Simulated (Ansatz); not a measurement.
## AlAsH3N, SMILES [NH]1[AlH][AsH]1: a relaxed scan of one distance, step by step

Computed with Ansatz 0.2.0 through its Python package.

The cells in order, each with its output:

```python
import warnings

import ansatz as az
import numpy as np
```

```python
warnings.simplefilter("ignore", az.DeckWarning)
```

```python
geometry = (
    az.Crystal.molecule()
    .atom("N", [-0.4282, -1.0161, -0.3118])
    .atom("Al", [0.4052, 0.6445, -0.8248])
    .atom("As", [0.6453, -0.6944, 1.1616])
    .atom("H", [-1.3707, -0.697, -0.0368])
    .atom("H", [1.155, 1.4931, -1.9683])
    .atom("H", [-0.3645, 0.2058, 1.9339])
)

setup = geometry.calculation().basis(gaussian="def2-SVP").functional("b3lyp")
symbols = [site.symbol for site in geometry.cartesian_sites]
pairs = [(0, 1), (0, 2), (0, 3), (1, 2), (1, 4), (2, 5)]
print("held (A)   E (eV)        ", "  ".join(f"{symbols[i]}{i}-{symbols[j]}{j}" for i, j in pairs))
for length in [1.43, 1.56, 1.68, 1.87, 2.1]:
    data = setup.relax(constraints=[az.DistanceConstraint((2, 5), at=length)], force_tolerance=0.02, max_steps=60).run(threads=1).report
    xyz = np.array(data["positions_ang"])
    print(f"{length:6.2f} {data['free_energy_ev']:14.5f}  ", "  ".join(f"{np.linalg.norm(xyz[i] - xyz[j]):.3f}" for i, j in pairs))
```

    held (A)   E (eV)         N0-Al1  N0-As2  N0-H3  Al1-As2  Al1-H4  As2-H5
      1.43   -68967.48126   1.737  1.986  1.012  2.399  1.573  1.430
      1.56   -68967.62032   1.739  1.979  1.012  2.397  1.573  1.560
      1.68   -68967.52112   1.742  1.970  1.013  2.395  1.573  1.680
      1.87   -68967.15083   1.747  1.955  1.013  2.389  1.572  1.870
      2.10   -68966.58947   1.754  1.938  1.014  2.380  1.571  2.100

Total energies depend on the basis set; only differences at equal settings carry meaning. The energies are electronic: no zero-point or thermal terms, and the basis set is short of its limit. b3lyp holds the VWN-RPA fit, as in Gaussian; the form of ORCA and Turbomole is b3lyp5. The script silences the warnings on its input, which a real study should read. Finished in 2.2 min on 1 thread of Arm Neoverse V2 (shared host), peak memory 0.23 GiB.

(Lines on the test bed's own set-up are left out of the output.)
